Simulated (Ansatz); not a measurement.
# Single point of TiO2

Aim: a converged single point of TiO2 at the given geometry. We look at TiO2: its deposited structure (space group P4_2/mnm), with 6 atoms per cell. Source: COD entry 4102355; the sample's temperature and pressure aren't taken into account.

Method: DFT r2SCAN+U, PAW, plane waves, scalar-relativistic, in Ansatz 0.2.0.

## Step 1: The structure to begin with

It takes space group P4_2/mnm (No. 136, tetragonal). Conventional cell: a = 4.589 Å, b = 4.589 Å, c = 2.958 Å, α = 90.00°, β = 90.00°, γ = 90.00°. Around Ti (site symmetry mmm) lie 6 O at 1.96 Å. O (site symmetry m2m) has 3 Ti at 1.96 Å as nearest neighbours.

Structure file:

```
CELL_PARAMETERS angstrom
4.58878 0.00000 0.00000
0.00000 4.58878 0.00000
0.00000 0.00000 2.95756
ATOMIC_POSITIONS crystal
Ti 0.00000 0.00000 0.00000
Ti 0.50000 0.50000 0.50000
O 0.30233 0.30233 0.00000
O 0.19767 0.80233 0.50000
O 0.69767 0.69767 0.00000
O 0.80233 0.19767 0.50000
```

Atoms are counted from 1 in the order of input.yaml (O6 and so on).

The search for lower states is off throughout, and inputs that name a mixer don't switch to direct minimisation unless they say so. Spin is collinear, with starting moments Ti1 1.00, Ti2 -1.00 μB. β is the mixing step of the charge; the magnetisation has a step of its own, which the program sets unless it is named.

## Step 2: The run

The input, input.yaml:

```yaml
crystal:
  lattice:
    - [4.58878, 0.0, 0.0]
    - [0.0, 4.58878, 0.0]
    - [0.0, 0.0, 2.95756]
  atoms:
    - { symbol: Ti, position: [0.0, 0.0, 0.0], spin: 1.0 }
    - { symbol: Ti, position: [0.5, 0.5, 0.5], spin: -1.0 }
    - { symbol: O, position: [0.30233, 0.30233, 0.0] }
    - { symbol: O, position: [0.19767, 0.80233, 0.5] }
    - { symbol: O, position: [0.69767, 0.69767, 0.0] }
    - { symbol: O, position: [0.80233, 0.19767, 0.5] }
magnetization:
  spin_polarized: true
hamiltonian:
  xc: r2scan
  pseudopotentials: { kind: paw }
  hubbard: { sites: [{ species: Ti, l: d, u_eff: 3.0 }] }
basis:
  ecutwfc: 500
kpoints:
  mp_grid: { grid: [5, 5, 7] }
scf:
  occupations: { method: fermi, width: 0.05 }
  lower_state_search: "off"
output:
  forces: true
  stress: true
```

Started as:

```bash
$ ansatz run input.yaml --threads 2 --pin off --max-ram 5120MiB --backend cpu --events-out ev --progress --plain --runs-dir out
```

Log:

```text
Error: YAML parse error: error: line 24 column 26: unknown occupation method `fermi` (expected fermi_dirac | gaussian | methfessel_paxton | cold | fixed | tetrahedron | tetrahedron_uncorrected | explicit)
  --> <input>:24:26
   |
22 |   mp_grid: { grid: [5, 5, 7] }
23 | scf:
24 |   occupations: { method: fermi, width: 0.05 }
   |                          ^ unknown occupation method `fermi` (expected fermi_dirac | gaussian | methfessel_paxton | cold | fixed | tetrahedron | tetrahedron_uncorrected | explicit)
25 |   lower_state_search: "off"
26 | output:
   |
```

Wall time 0.02 s (2 threads of AMD EPYC 9R45 (Zen 5), shared host); peak memory 0.033 GiB.

## Step 3: What went wrong

The input was refused before the first iteration. Its message: YAML parse error: error: line 24 column 26: unknown occupation method `fermi` (expected fermi_dirac | gaussian | methfessel_paxton | cold | fixed | tetrahedron | tetrahedron_uncorrected | explicit) [...] The fault: unknown smearing fermi.

The cure: correct the line, which gives the default settings.

## Step 4: Back to the default settings

input.yaml: that of step 2 with these lines changed.

```diff
@@ -23,3 +23,3 @@
 scf:
-  occupations: { method: fermi, width: 0.05 }
+  occupations: { method: gaussian, width: 0.05 }
   lower_state_search: "off"
```

Started as:

```bash
$ ansatz run input.yaml --threads 2 --pin off --max-ram 5120MiB --backend cpu --events-out ev --progress --plain --runs-dir out
```

Its history (converged in 17 iterations):

```csv
iteration,Harris–Foulkes energy + 7288 (eV),largest residual (eV),M (μB),∫|m| (μB)
1,0.5320,6.76e+00,0.00,0.52
2,0.9124,1.32e+00,0.00,0.54
3,0.6307,3.42e-01,0.00,0.48
4,0.4204,1.67e-01,0.00,0.36
5,0.3691,9.64e-02,0.00,0.31
6,0.3268,5.83e-02,0.00,0.25
7,0.3035,3.52e-02,0.00,0.21
8,0.2897,2.15e-02,0.00,0.17
10,0.2675,2.33e-04,0.00,0.03
11,0.2671,5.65e-05,0.00,0.01
12,0.2671,2.96e-06,0.00,0.00
13,0.2671,2.03e-07,0.00,0.00
15,0.2671,1.13e-08,0.00,0.00
16,0.2671,1.62e-09,0.00,0.00
17,0.2671,3.85e-11,0.00,0.00
```

Wall time 6.6 s (2 threads of AMD EPYC 9R45 (Zen 5), shared host); peak memory 0.7 GiB.

Converged in 17 iterations, non-magnetic, a gap of 2.52 eV on the k-mesh.

## Step 5: Summary of results

| quantity | value |
| --- | --- |
| first try | input refused |
| step 4: the default settings | converged in 17 iterations |
| state reached in step 4 | non-magnetic, a gap of 2.52 eV on the k-mesh |
| largest force there | 0.317 eV/Å |

In words: With the default settings the same cell converges in 17 iterations.
